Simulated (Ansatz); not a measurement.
Relaxation of a periodic cell of 22 atoms, H3C18N (surface graphene monolayer, adsorbate NH3), to a largest force component of 0.03 eV/Å in at most 60 steps.

Level of theory: DFT PBE-D3(BJ), scalar-relativistic, plane waves, PAW in Ansatz 0.2.0. Settings: cutoff 420 eV, k mesh 2x2x1, gaussian smearing 0.05 eV, no spin polarisation.

```xyz
22
Lattice="7.3980 0.0000 0.0000 -3.6990 6.4069 0.0000 0.0000 0.0000 12.0000" Properties=species:S:1:pos:R:3
C 0.000 0.000 1.000
C 1.233 0.712 1.000
C -1.233 2.136 1.000
C 0.000 2.847 1.000
C -2.466 4.271 1.000
C -1.233 4.983 1.000
C 2.466 0.000 1.000
C 3.699 0.712 1.000
C 1.233 2.136 1.000
C 2.466 2.847 1.000
C 0.000 4.271 1.000
C 1.233 4.983 1.000
C 4.932 0.000 1.000
C 6.165 0.712 1.000
C 3.699 2.136 1.000
C 4.932 2.847 1.000
C 2.466 4.271 1.000
C 3.699 4.983 1.000
N 3.830 0.253 2.430
H 4.638 0.734 2.810
H 3.012 0.709 2.810
H 3.841 -0.683 2.810
```

Where does it end, and by what steps?

The forces met the threshold. The force dipped under the threshold on the way, but the program's further checks kept it going. Limits of this set-up: coarse k mesh, slab without dipole correction. After 30 steps the energy has fallen by 5.771 eV; H21 moved furthest, 2.26 Å. The start is strongly strained (largest force component 9 eV/Å), so its close contacts needn't be bonds. Parted: C8–N19.

| step | energy less start (eV) | largest force component (eV/Å) | accepted |
| --- | --- | --- | --- |
| 0 | 0.0000 | 8.527 | yes |
| 2 | -3.6406 | 1.589 | yes |
| 4 | -4.2992 | 2.226 | yes |
| 6 | -5.3469 | 1.340 | yes |
| 8 | -5.6824 | 0.329 | yes |
| 10 | -5.7278 | 0.457 | yes |
| 12 | -5.7423 | 0.494 | yes |
| 14 | -5.7565 | 0.212 | yes |
| 16 | -5.7573 | 0.477 | no |
| 18 | -5.7614 | 0.295 | no |
| 20 | -5.7642 | 0.047 | yes |
| 22 | -5.7655 | 0.286 | yes |
| 24 | -5.7695 | 0.046 | yes |
| 26 | -5.7698 | 0.054 | yes |
| 28 | -5.7709 | 0.042 | yes |
| 30 | -5.7714 | 0.026 | yes |

```xyz
22
Lattice="7.3980 0.0000 0.0000 -3.6990 6.4069 0.0000 0.0000 0.0000 12.0000" Properties=species:S:1:pos:R:3
C 0.048 -0.046 0.707
C 1.267 0.658 0.704
C -1.186 2.074 0.707
C 0.048 2.787 0.708
C -2.432 4.218 0.708
C -1.186 4.938 0.706
C 2.513 -0.061 0.699
C 3.747 0.652 0.695
C 1.268 2.083 0.705
C 2.513 2.802 0.704
C 0.048 4.225 0.707
C 1.268 4.928 0.706
C 4.966 -0.053 0.701
C 6.212 0.666 0.706
C 3.747 2.089 0.700
C 4.966 2.793 0.705
C 2.513 4.209 0.706
C 3.747 4.922 0.707
N 3.460 0.727 4.004
H 4.403 0.876 3.639
H 3.571 0.490 4.992
H 3.114 -0.118 3.545
```

Whether the end is a true minimum wasn't checked by a vibrational analysis.

Time of the run: 3.6 min on 1 thread of Arm Neoverse V1 (shared host), peak memory 0.65 GiB.
